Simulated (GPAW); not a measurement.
Crystal: MoI.

```
Mo I
1.0
     0.00000    3.17885    3.17885
     3.17885    0.00000    3.17885
     3.17885    3.17885    0.00000
Mo I
1 1
Direct
  0.00000 0.00000 0.00000
  0.75000 0.75000 0.75000
```

The cell was built by a generator and needn't be a form met in nature.

| Property | Result |
| --- | --- |
| Program | GPAW 26.7.0 |
| Task | relaxation of cell and atoms |
| Functional | PBE |
| Potentials or basis | GPAW PAW data sets (gpaw-data 1.2.1) |
| Cutoff | 600 eV |
| Basis | pw |
| k mesh | 7 × 7 × 7 |
| Occupations | fermi-dirac, width 0.05 eV |
| Spin | no spin polarisation |
| Hubbard terms | Mo d U = 8 eV |

At the start: pressure 9.1 GPa; volume 32.12 Å³/atom.

**Question.** Where does the relaxation end?

**Answer.** Over 6 steps the energy falls by 186.1 meV/atom and the volume is 42.15 Å³/atom (+31.2 %); space group F-43m (No. 216, to 0.05 Å).

The path:
```
step  energy change (eV)  largest force (eV/Å)  pressure (GPa)  volume (Å³)
   1              0.0000                0.0000            9.12        64.25
   2             -0.1277                0.0000            6.85        66.81
   3             -0.3467                0.0000            1.28        76.82
   4             -0.3622                0.0000            0.60        79.82
   5             -0.3708                0.0000            0.19        82.82
   6             -0.3722                0.0000           -0.07        84.30
```

Final structure:
```xyz
2
Lattice="0.0000 3.4802 3.4802 3.4802 0.0000 3.4802 3.4802 3.4802 0.0000" Properties=species:S:1:pos:R:3 pbc="T T T"
Mo    0.0000    0.0000    0.0000
I     5.2203    5.2203    5.2203
```

Caveat: later steps reuse the first step's grids; the volume moved by over 15 % at a fixed basis, so the end points are rough; an odd number of electrons without spin polarisation forces a metal; a magnetic or distorted state may lie lower; U without spin polarisation on a metal has little footing.
